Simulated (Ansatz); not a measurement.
## CuSn3 under changes of volume

One of the cells (24.437 Å³/atom); the others are scaled copies at fixed shape and fractional positions:

```
Sn Cu
1.0
    -2.23990    2.23990    4.87070
     2.23990   -2.23990    4.87070
     2.23990    2.23990   -4.87070
Sn Cu
3 1
Direct
  0.50000 0.50000 0.00000
  0.25000 0.75000 0.50000
  0.75000 0.25000 0.50000
  0.00000 0.00000 0.00000
```

The cell comes from a database or a generator and needn't be the stable form of this composition.

- Program: Ansatz 0.2.0
- Functional: LDA
- Potentials or basis: Ansatz PAW
- Cutoff: 420 eV (not typed: the program's choice for these potentials)
- k mesh: 8 × 8 × 8
- Occupations: fermi-dirac, width 0.05 eV
- Spin: no spin polarisation

```tsv
volume (Å³/atom)	energy over the lowest point (meV/atom)	pressure (GPa)
22.971	0.00	-2.8
23.460	10.12	-3.9
23.948	23.40	-4.8
24.437	?	?
24.926	58.00	-6.4
25.415	78.68	-7.1
25.903	101.24	-7.7
```

**Question.** What does the run at 24.437 Å³/atom give?

**Answer.** Energy over the lowest point 39.47 meV/atom; pressure -5.7 GPa.

Worked out: A Birch-Murnaghan fit of order 3 (a polynomial in V^(-2/3)) to the other rows has no minimum within the range. It gives 39.47 meV/atom at 24.437 Å³/atom, against the run's 39.47, and -dE/dV = -5.7 GPa, against -5.7.

Energies are extrapolated to zero smearing.

Caveats: the PAW data sets come from PBE, with cores solved anew for the run's functional, which leaves a small shift of forces and pressure.
